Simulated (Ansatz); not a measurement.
Geometry optimisation, DFT PBEsol, scalar-relativistic, plane waves, PAW (Ansatz 0.2.0).

input.yaml

```yaml
crystal:
  lattice:
    - [0.0, 4.537, 4.537]
    - [4.537, 0.0, 4.537]
    - [4.537, 4.537, 0.0]
  atoms:
    - { symbol: Zr, position: [0.0, 0.0, 0.0] }
    - { symbol: "N", position: [0.25, 0.25, 0.25] }
    - { symbol: Zr, position: [0.0, 0.0, 0.5] }
    - { symbol: "N", position: [0.25, 0.25, 0.75] }
    - { symbol: Zr, position: [0.0, 0.5, 0.0] }
    - { symbol: "N", position: [0.25, 0.75, 0.25] }
    - { symbol: Zr, position: [0.0, 0.5, 0.5] }
    - { symbol: "N", position: [0.25, 0.75, 0.75] }
    - { symbol: Zr, position: [0.5, 0.0, 0.0] }
    - { symbol: "N", position: [0.75, 0.25, 0.25] }
    - { symbol: Zr, position: [0.5, 0.0, 0.5] }
    - { symbol: "N", position: [0.75, 0.25, 0.75] }
    - { symbol: Zr, position: [0.5, 0.5, 0.0] }
    - { symbol: "N", position: [0.75, 0.75, 0.25] }
    - { symbol: Zr, position: [0.5, 0.5, 0.5] }
    - { symbol: "N", position: [0.75, 0.75, 0.75] }
    - { symbol: Zr, position: [0.1269004, 0.1372292, 0.6163046] }
basis:
  ecutwfc: 420.0
kpoints:
  mp_grid: { grid: [3, 3, 3] }
hamiltonian:
  xc: pbesol
  pseudopotentials: { kind: paw, azcp: { folder: soft_1 } }
scf:
  occupations: { method: fermi_dirac, width: 0.05 }
  lower_state_search: "off"
relax:
  f_tol: 0.08
  max_steps: 25
  adjacent_minimum: "off"
```

Launched with:

```bash
$ ansatz run input.yaml --threads 2 --pin off --max-ram 5120MiB --backend cpu --events-out ev --progress --plain --runs-dir out
```

Q: Where does it end, and by what steps?

A: It converged. The force dipped under the threshold on the way, but the program's further checks kept it going. Limits of this set-up: coarse k mesh, PAW files made for another functional, a small cell, in which the defect meets its images. After 14 steps the energy has fallen by 14.196 eV; Zr7 moved furthest, 0.68 Å. The start is strongly strained (largest force component 13 eV/Å).

```csv
step,energy less start (eV),largest force component (eV/Å),accepted
0,0.0000,13.387,yes
1,-10.0171,5.118,yes
2,-13.5739,0.375,yes
3,-13.6389,0.699,yes
4,-13.7797,1.166,yes
5,-13.7639,1.064,no
6,-13.9434,0.689,yes
7,-14.0669,0.415,yes
8,-14.1273,0.576,yes
9,-14.1781,0.386,yes
10,-14.0608,0.363,no
11,-14.1613,0.481,no
12,-14.1925,0.196,yes
13,-14.1962,0.039,yes
14,-14.1962,0.039,yes
```

```xyz
17
Lattice="0.0000 4.5370 4.5370 4.5370 0.0000 4.5370 4.5370 4.5370 0.0000" Properties=species:S:1:pos:R:3
Zr 0.053 0.144 -0.139
N 2.032 2.258 2.282
Zr 2.125 2.214 -0.137
N 4.546 4.774 2.282
Zr 2.228 0.039 2.232
N 4.442 2.363 4.640
Zr 4.927 1.878 2.658
N 6.817 4.525 4.552
Zr -0.047 2.314 2.224
N 2.270 4.535 4.542
Zr 2.129 4.674 2.327
N 4.547 6.794 4.299
Zr 2.228 2.307 4.501
N 4.444 4.435 6.716
Zr 4.497 4.576 4.501
N 6.907 6.896 6.718
Zr 3.717 3.090 1.445
```

Run time: 3 min on 2 threads of Intel(R) Xeon(R) Platinum 8259CL CPU @ 2.50GHz (Skylake/Cascade Lake), on a shared host, peak memory 0.69 GiB.
